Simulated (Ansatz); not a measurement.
**AlGaHO+ (quintet): the correlation ladder, cc-pVDZ**

One table from this session's results is given with a row withheld; the runs are named, their logs left out.

Computed with Ansatz 0.2.0, Gaussian basis. Level: cc-pVDZ, core rule «outside noble gas», up to 20 orbitals frozen.

To be run: UHF; CCSD(T) on ROHF; CCSD(T) on UHF; BCCD(T) on ROHF; CISD; CCSDT(Q) on ROHF; CCSDT(Q) on UHF; CASSCF and NEVPT2, 12 electrons in 11 orbitals.

28 further runs of the same task are left out: 1 for a known fault of the program, 11 that didn't finish, 16 set aside as unsound or not needed.

## The geometry

The geometry is a PBE0/def2-TZVP stationary point (not a proven minimum) of the parent state, kept for this charge and spin. No spin-orbit coupling is included. The filled d shell of Ga may be among the frozen orbitals whatever the setting's name suggests; the logs give the count.

4 atoms, charge 1, spin multiplicity 5.

Atoms are counted from 1 here; the program's logs count them from 0.

Bond lengths: Ga1–Al2 2.313 Å, Al2–O3 1.646 Å, O3–H4 0.946 Å. Angles: Ga1–Al2–O3 180.0°, Al2–O3–H4 180.0°.

As a file:

```xyz
4
AlGaHO
Ga    0.0000    0.0000   -2.7940
Al    0.0000    0.0000   -0.4812
O     0.0000    0.0000    1.1648
H     0.0000    0.0000    2.1104
```

Set-up of the first run:

Contents of in.yaml:

```yaml
crystal:
  periodic: [false, false, false]
  atoms:
    - {symbol: Ga, position_ang: [0.000000, 0.000000, -2.794000]}
    - {symbol: Al, position_ang: [0.000000, 0.000000, -0.481200]}
    - {symbol: O, position_ang: [0.000000, 0.000000, 1.164800]}
    - {symbol: H, position_ang: [0.000000, 0.000000, 2.110400]}
basis:
  gaussian: {orbitals: cc-pVDZ}
total_charge: 1
magnetization: {spin_polarized: true, initial_magnetization: 4}
hamiltonian: {xc: hf}
output: {orbitals: {seedname: orbitals}}
```

The run is started by

```bash
> ansatz run in.yaml --threads 1 --pin off --events-out ev --progress --plain --max-ram 2393MiB
```

Steps of the session up to this table: UHF; CCSD(T) on ROHF; CCSD(T) on UHF; BCCD(T) on ROHF; CISD; CCSDT(Q) on ROHF; CCSDT(Q) on UHF; CASSCF and NEVPT2, 12 electrons in 11 orbitals.

One of the session's tables, all rows but one given; the rest of the session is left out.

It belongs to the step «Misses and costs». 

| method | from RCCSDT(Q) (meV) |
| --- | --- |
| ROHF | +6744.8 |
| UHF | +6702.7 |
| RMP2 | +516.0 |
| UMP2 | +479.5 |
| RCCSD | ? |
| UCCSD | +151.3 |
| RCCSD(T) | +33.5 |
| UCCSD(T) | +1.1 |
| BCCD(T) | +31.3 |
| RCCSDT | +17.1 |
| UCCSDT | -15.1 |
| RCCSDT(Q) | 0 |
| UCCSDT(Q) | -35.2 |

**Question.** Estimate the row for RCCSD.

As computed: from RCCSDT(Q) (meV): +183.6. In the column «from RCCSDT(Q) (meV)» it lies between UCCSD (+151.3) and UMP2 (+479.5).

Not comparable, so not listed: CISD (they don't share determinant, frozen orbitals or solution with the rows shown, or repeat one).

Caveats from the session: Left out of the table: CASSCF frontier, NEVPT2 frontier (the active space lost an orbital or holds another state than full CI finds). Restricted and unrestricted rows rest on different reference determinants; where their highest levels disagree by more than a few hundredths of an eV, they describe different states and don't form one ladder. Warnings in the runs' records: passed over end.
